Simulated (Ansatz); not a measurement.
# AlFH4OSi2: a ladder of functionals and wavefunction methods

The task here is to estimate one member of a computed series from the others.

Computed with Ansatz 0.2.0, Gaussian basis. Level: functionals in def2-TZVPP, the program's frozen cores in correlated methods.

Levels to be run: LDA (SPW92), PBE-D4, revPBE-D4, BLYP-D4, r2SCAN-D4, B97M-V, PBE0-D4, B3LYP-D4, r2SCANh-D4, r2SCAN0-D4, HSE06-D4, BHLYP-D4, CAM-B3LYP-D4, LC-ωPBE, ωB97X-V, ωB97M-V, B2PLYP, PBE-QIDH; CCSD(T)/def2-SVP; CCSD(T)/def2-TZVPP; MP2/def2-QZVPP; extrapolation to the limit; RPA on PBE.

### The relaxed structure

The geometry comes from an earlier relaxation with PBE0-D4 in a triple-zeta def2 set; it is a stationary point, not always the lowest conformer.

SMILES `O[Si]1(F)[AlH][SiH2]1`, 9 atoms, charge 0, spin multiplicity 1.

Atoms are counted from 1 here; the program's logs count them from 0.

Bond lengths: O1–Si2 1.641 Å, O1–H6 0.960 Å, Si2–F3 1.610 Å, Si2–Al4 2.424 Å, Si2–Si5 2.308 Å, Al4–Si5 2.356 Å, Al4–H7 1.588 Å, Si5–H8 1.503 Å, Si5–H9 1.589 Å. Angles: Si2–O1–H6 117.0°, O1–Si2–F3 104.9°, O1–Si2–Al4 117.9°, O1–Si2–Si5 118.2°, F3–Si2–Al4 129.0°, F3–Si2–Si5 122.0°, Al4–Si2–Si5 59.7°, Si2–Al4–Si5 57.7°, Si2–Al4–H7 155.7°, Si5–Al4–H7 144.1°, Si2–Si5–Al4 62.6°, Si2–Si5–H8 146.4°, Si2–Si5–H9 80.6°, Al4–Si5–H8 147.2°, Al4–Si5–H9 55.6°, H8–Si5–H9 104.8°.

Coordinates:

```xyz
9
AlFH4OSi2
O    -0.9119    0.7925    1.9540
Si    0.0906    0.6439    0.6628
F     0.9618    1.9973    0.6564
Al    0.7365   -1.5907   -0.0198
Si   -0.7589   -0.2737   -1.2773
H    -1.0922    1.6824    2.2646
H     1.6617   -2.8806   -0.0605
H    -1.3933   -0.0088   -2.6134
H     0.7941   -0.4086   -1.5839
```

Set-up of the first run:

in.yaml reads:

```yaml
crystal:
  periodic: [false, false, false]
  atoms:
    - {symbol: O, position_ang: [-0.911874, 0.792509, 1.954028]}
    - {symbol: Si, position_ang: [0.090626, 0.643934, 0.662835]}
    - {symbol: F, position_ang: [0.961812, 1.997296, 0.656406]}
    - {symbol: Al, position_ang: [0.736458, -1.590662, -0.019832]}
    - {symbol: Si, position_ang: [-0.758930, -0.273726, -1.277274]}
    - {symbol: H, position_ang: [-1.092181, 1.682363, 2.264575]}
    - {symbol: H, position_ang: [1.661734, -2.880552, -0.060475]}
    - {symbol: H, position_ang: [-1.393308, -0.008825, -2.613399]}
    - {symbol: H, position_ang: [0.794065, -0.408637, -1.583863]}
basis:
  gaussian: {orbitals: def2-TZVPP}
hamiltonian: {xc: lda}
output: {orbitals: {seedname: orbitals}}
```

Steps of the session up to this table: LDA; PBE-D4 (GGA); revPBE-D4 (GGA); BLYP-D4 (GGA); r2SCAN-D4 (meta-GGA); B97M-V (meta-GGA); PBE0-D4 (hybrid); B3LYP-D4 (hybrid); r2SCANh-D4 (hybrid); r2SCAN0-D4 (hybrid); HSE06-D4 (hybrid); BHLYP-D4 (hybrid); CAM-B3LYP-D4 (range-separated); LC-ωPBE (range-separated); ωB97X-V (range-separated); ωB97M-V (range-separated); B2PLYP (double hybrid); PBE-QIDH (double hybrid).

One of the session's tables, all rows but one given; the rest of the session is left out.

It belongs to the step «Frontier levels by functional». 

```
  functional  HOMO (eV)  LUMO (eV)  gap (eV)
 LDA (SPW92)      -5.65      -2.49      3.15
      PBE-D4      -5.55      -2.28      3.27
   revPBE-D4          ?          ?         ?
     BLYP-D4      -5.42      -2.10      3.32
   r2SCAN-D4      -5.74      -2.07      3.67
      B97M-V      -5.81      -2.10      3.70
     PBE0-D4      -6.52      -1.55      4.98
    B3LYP-D4      -6.35      -1.68      4.67
  r2SCANh-D4      -6.09      -1.81      4.29
  r2SCAN0-D4      -6.64      -1.43      5.21
    HSE06-D4      -6.14      -1.91      4.23
    BHLYP-D4      -7.40      -0.69      6.71
CAM-B3LYP-D4      -7.67      -0.54      7.14
     LC-ωPBE      -8.86       0.44      9.29
     ωB97X-V      -8.58       0.38      8.96
     ωB97M-V      -8.36       0.14      8.50
```

Q: Estimate the row for revPBE-D4 from the others.

The run gave: HOMO (eV): -5.51; LUMO (eV): -2.19; gap (eV): 3.32. In the column «HOMO (eV)» it lies between PBE-D4 (-5.55) and BLYP-D4 (-5.42).
